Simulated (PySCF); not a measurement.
# Hf(NH2)4: other functionals and bases at one geometry

Aim: see how levels, charges and forces of Hf(NH2)4 depend on the level of theory. The species was built from a template and needn't be a known compound.

Computed with PySCF 2.14.0. Level: several levels, as the steps say, no spin–orbit coupling.

4 further runs of the same task are left out: 2 for a known fault of the program, 2 that didn't finish.

**1. Where the work starts**

13 atoms, charge 0, spin multiplicity 1.

Bond lengths: Hf1–N2 2.061 Å, Hf1–N5 2.061 Å, Hf1–N8 2.061 Å, Hf1–N11 2.061 Å, N2–H3 1.029 Å, N2–H4 1.027 Å, N5–H6 1.027 Å, N5–H7 1.029 Å, N8–H9 1.027 Å, N8–H10 1.029 Å, N11–H12 1.029 Å, N11–H13 1.027 Å. Angles: N2–Hf1–N5 110.1°, N2–Hf1–N8 108.2°, N2–Hf1–N11 110.1°, N5–Hf1–N8 110.1°, N5–Hf1–N11 108.2°, N8–Hf1–N11 110.1°, Hf1–N2–H3 123.2°, Hf1–N2–H4 129.1°, H3–N2–H4 107.6°, Hf1–N5–H6 129.1°, Hf1–N5–H7 123.2°, H6–N5–H7 107.6°, Hf1–N8–H9 129.1°, Hf1–N8–H10 123.2°, H9–N8–H10 107.6°, Hf1–N11–H12 123.2°, Hf1–N11–H13 129.1°, H12–N11–H13 107.6°.

As a file:

| atom | x (Å) | y (Å) | z (Å) |
| --- | --- | --- | --- |
| Hf1 | 0.0000 | 0.0000 | 0.0000 |
| N2 | 1.2089 | 1.2300 | 1.1283 |
| H3 | 2.0681 | 0.9045 | 1.5917 |
| H4 | 1.1363 | 2.2421 | 1.2862 |
| N5 | -1.2090 | -1.1282 | 1.2300 |
| H6 | -1.1362 | -1.2864 | 2.2421 |
| H7 | -2.0681 | -1.5917 | 0.9045 |
| N8 | 1.2089 | -1.2300 | -1.1283 |
| H9 | 1.1363 | -2.2421 | -1.2862 |
| H10 | 2.0681 | -0.9045 | -1.5917 |
| N11 | -1.2090 | 1.1282 | -1.2300 |
| H12 | -2.0681 | 1.5917 | -0.9045 |
| H13 | -1.1362 | 1.2864 | -2.2421 |

Formal oxidation states: Hf +4. An earlier session relaxed this geometry at BP86, Hf def2-SVP with ECP60, N def2-SVP, H def2-SVP (singlet, point group S4).

At BP86 on the finer grid: E = -271.914898 Eh, HOMO -5.21 eV, LUMO -0.38 eV, Mulliken charge on Hf1 +0.73 e, largest force component 0.012 eV/Å. 

Levels to run: PBE; B3LYP; BLYP; wB97X; BP86, TZVP; BP86, x2c-SVP. Hardware: 2 threads of Arm Neoverse V1, shared host.

**2. PBE**

Input file run.py (the lines that set the calculation):

```python
mol = gto.M(atom='''
Hf    -0.00003     0.00000     0.00000
N      1.20890     1.23004     1.12826
H      2.06811     0.90451     1.59166
H      1.13629     2.24206     1.28621
N     -1.20899    -1.12825     1.23003
H     -1.13618    -1.28637     2.24214
H     -2.06811    -1.59171     0.90451
N      1.20890    -1.23004    -1.12826
H      1.13629    -2.24206    -1.28621
H      2.06811    -0.90451    -1.59166
N     -1.20899     1.12825    -1.23003
H     -2.06811     1.59171    -0.90451
H     -1.13618     1.28637    -2.24214''',
    basis={'Hf': 'def2-SVP', 'N': 'def2-SVP', 'H': 'def2-SVP'},
    ecp={'Hf': 'def2-SVP'},
    charge=0, spin=0)
mf = dft.RKS(mol, xc='PBE')
mf.grids.atom_grid = (75, 302)
mf = mf.density_fit()  # fitting sets: Hf def2-universal-JKFIT, N def2-universal-JKFIT, H def2-universal-JKFIT
mf.conv_tol = 1e-08; mf.max_cycle = 55
mf.kernel(dm0)  # dm0: the density of the relaxed state
```

Started as:

```
$ OMP_NUM_THREADS=2 python run.py
```

**3. B3LYP**

run.py (the lines that set the calculation), as its differences from that of step 2:

```diff
@@ -17,3 +17,3 @@
     charge=0, spin=0)
-mf = dft.RKS(mol, xc='PBE')
+mf = dft.RKS(mol, xc='B3LYP')
 mf.grids.atom_grid = (75, 302)
```

**4. BLYP**

run.py (the lines that set the calculation), as its differences from that of step 3:

```diff
@@ -17,3 +17,3 @@
     charge=0, spin=0)
-mf = dft.RKS(mol, xc='B3LYP')
+mf = dft.RKS(mol, xc='BLYP')
 mf.grids.atom_grid = (75, 302)
```

**5. wB97X**

run.py (the lines that set the calculation), as its differences from that of step 4:

```diff
@@ -17,3 +17,3 @@
     charge=0, spin=0)
-mf = dft.RKS(mol, xc='BLYP')
+mf = dft.RKS(mol, xc='WB97X')
 mf.grids.atom_grid = (75, 302)
```

**6. BP86, TZVP**

Basis: Hf def2-TZVP with ECP60, N def2-TZVP, H def2-TZVP. 

run.py (the lines that set the calculation), as its differences from that of step 5:

```diff
@@ -14,6 +14,6 @@
 H     -1.13618     1.28637    -2.24214''',
-    basis={'Hf': 'def2-SVP', 'N': 'def2-SVP', 'H': 'def2-SVP'},
-    ecp={'Hf': 'def2-SVP'},
+    basis={'Hf': 'def2-TZVP', 'N': 'def2-TZVP', 'H': 'def2-TZVP'},
+    ecp={'Hf': 'def2-TZVP'},
     charge=0, spin=0)
-mf = dft.RKS(mol, xc='WB97X')
+mf = dft.RKS(mol, xc='B88,P86')
 mf.grids.atom_grid = (75, 302)
@@ -21,2 +21,2 @@
 mf.conv_tol = 1e-08; mf.max_cycle = 55
-mf.kernel(dm0)  # dm0: the density of the relaxed state
+mf.kernel(dm0)  # dm0: free metal ions and neutral atoms
```

**7. BP86, x2c-SVP**

Basis: Hf x2c-SVPall, N x2c-SVPall, H x2c-SVPall. All electrons are treated, with the spin-free X2C Hamiltonian.

run.py (the lines that set the calculation), as its differences from that of step 6:

```diff
@@ -14,8 +14,9 @@
 H     -1.13618     1.28637    -2.24214''',
-    basis={'Hf': 'def2-TZVP', 'N': 'def2-TZVP', 'H': 'def2-TZVP'},
-    ecp={'Hf': 'def2-TZVP'},
+    basis={'Hf': 'x2c-SVPall', 'N': 'x2c-SVPall', 'H': 'x2c-SVPall'},
+    nucmod='G',
     charge=0, spin=0)
 mf = dft.RKS(mol, xc='B88,P86')
-mf.grids.atom_grid = (75, 302)
-mf = mf.density_fit()  # fitting sets: Hf def2-universal-JKFIT, N def2-universal-JKFIT, H def2-universal-JKFIT
+mf.grids.atom_grid = (99, 590)
+mf = mf.density_fit()  # fitting sets: Hf AutoAux, N AutoAux, H AutoAux
+mf = mf.sfx2c1e()
 mf.conv_tol = 1e-08; mf.max_cycle = 55
```

Before running it: what results should come out? Wanted: for each run, HOMO; gap; charge on Hf1; dipole; largest force.

**Answer**, as computed:

| level | state | HOMO (eV) | gap (eV) | charge on Hf1 (e) | dipole (D) | largest force (eV/Å) | basis functions | time |
| --- | --- | --- | --- | --- | --- | --- | --- | --- |
| BP86 (relaxed here) | singlet | -5.21 | 4.83 | 0.73 | 0.00 | 0.01 | 128 | 31 s |
| PBE | singlet | -5.11 | 4.73 | 0.71 | 0.00 | 0.05 | 128 | 10 s |
| B3LYP | singlet | -6.25 | 6.28 | 0.88 | 0.00 | 0.34 | 128 | 14 s |
| BLYP | singlet | -4.97 | 4.60 | 0.69 | 0.00 | 0.13 | 128 | 9.2 s |
| wB97X | singlet | -8.99 | 11.03 | 0.98 | 0.00 | 0.45 | 128 | 13 s |
| BP86, TZVP | singlet | -5.40 | 4.86 | 1.26 | 0.00 | 0.30 | 212 | 25 s |
| BP86, x2c-SVP | singlet | -5.36 | 4.66 | 0.60 | 0.00 | 0.42 | 162 | 65 s |

Times are on 2 threads of Arm Neoverse V1, shared host; the first row also made further properties.

In one basis the HOMO–LUMO gap runs from 4.60 eV (BLYP) to 11.03 eV (wB97X). The largest leftover force, 0.45 eV/Å with wB97X, stands at a geometry relaxed at another level. The Mulliken charge on Hf spans +0.60 to +1.26 e over the levels. Total energies of different levels can't be compared. Spin–orbit coupling is left out throughout.
